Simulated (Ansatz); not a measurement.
**TiH2 (singlet): the correlation ladder at distance Ti1–H2 = 4.041 Å, def2-SVP**

An exercise on one series of results from a longer session: the logs are not shown, and one member is left open.

The runs use Ansatz 0.2.0, Gaussian basis; def2-SVP, core rule «outside noble gas», up to 9 orbitals frozen.

Plan: UHF; CCSD(T) on RHF; CCSD(T) on UHF; CISD; CCSDT(Q) on RHF; CCSDT(Q) on UHF; CASSCF and MRCISD+Q, 2 electrons in 2 orbitals; CASSCF and NEVPT2, 2 electrons in 2 orbitals; Full CI.

32 further runs of the same task are left out: 9 for a known fault of the program, 19 that didn't finish, 4 set aside as unsound or not needed.

## The geometry

The geometry derives from a PBE0/def2-TZVP stationary point (not a proven minimum). One bond is set to the value named and the two fragments are kept rigid.

3 atoms, charge 0, spin multiplicity 1.

Atoms are counted from 1 here; the program's logs count them from 0.

Bond lengths: Ti1–H3 1.847 Å.

As a file:

```mol
H2Ti
  3D, bonds by distance, orders not assigned

  3  1  0  0  0  0  0  0  0  0999 V2000
    0.0000    0.0000    0.7312 Ti  0  0
    0.0000    0.0000   -3.3098 H   0  0
    0.0000    0.0000    2.5786 H   0  0
  1  3  8  0
M  END
```

Set-up of the first run:

Input file in.yaml:

```yaml
crystal:
  periodic: [false, false, false]
  atoms:
    - {symbol: Ti, position_ang: [0.000000, 0.000000, 0.731200]}
    - {symbol: H, position_ang: [0.000000, 0.000000, -3.309800]}
    - {symbol: H, position_ang: [0.000000, 0.000000, 2.578600]}
basis:
  gaussian: {orbitals: def2-SVP}
magnetization: {spin_polarized: true, initial_magnetization: 0}
hamiltonian: {xc: hf}
output: {orbitals: {seedname: orbitals}}
```

Command:

```bash
$ ansatz run in.yaml --threads 1 --pin off --events-out ev --progress --plain --max-ram 2393MiB
```

Steps of the session up to this table: UHF; CCSD(T) on RHF; CCSD(T) on UHF; CISD; CCSDT(Q) on RHF; CCSDT(Q) on UHF; CASSCF and MRCISD+Q, 2 electrons in 2 orbitals; CASSCF and NEVPT2, 2 electrons in 2 orbitals; Full CI.

One table of the session follows, with a row left open; its other results are not shown here.

It belongs to the step «Misses and costs». 

```
       method  from FCI (kcal/mol)
          RHF              +108.44
         RMP2               +63.26
         CISD               +39.57
        RCCSD               +26.01
     RCCSD(T)               +20.47
       RCCSDT               +19.47
    RCCSDT(Q)               +18.30
  CASSCF pair               +62.75
  NEVPT2 pair               +22.81
  MRCISD pair                    ?
MRCISD+Q pair                -3.61
          FCI                    0
```

Q: Estimate the row for MRCISD pair from the others.

The run gave: from FCI (kcal/mol): +5.97. In the column «from FCI (kcal/mol)» it lies between FCI (0) and RCCSDT(Q) (+18.30).

Left out of the table: UHF, UMP2, UCCSD, UCCSD(T), UCCSDT, UCCSDT(Q) (another determinant or state than the rows shown).

Limits of these values: The report flags that the cluster equations may have other roots. The program flags RCCSD(T), RCCSDT(Q) as in doubt, so those rows may rest on another solution; read them beside their warnings. MRCISD+Q pair falls below full CI: the +Q correction isn't variational, and the cores differ from full CI's.
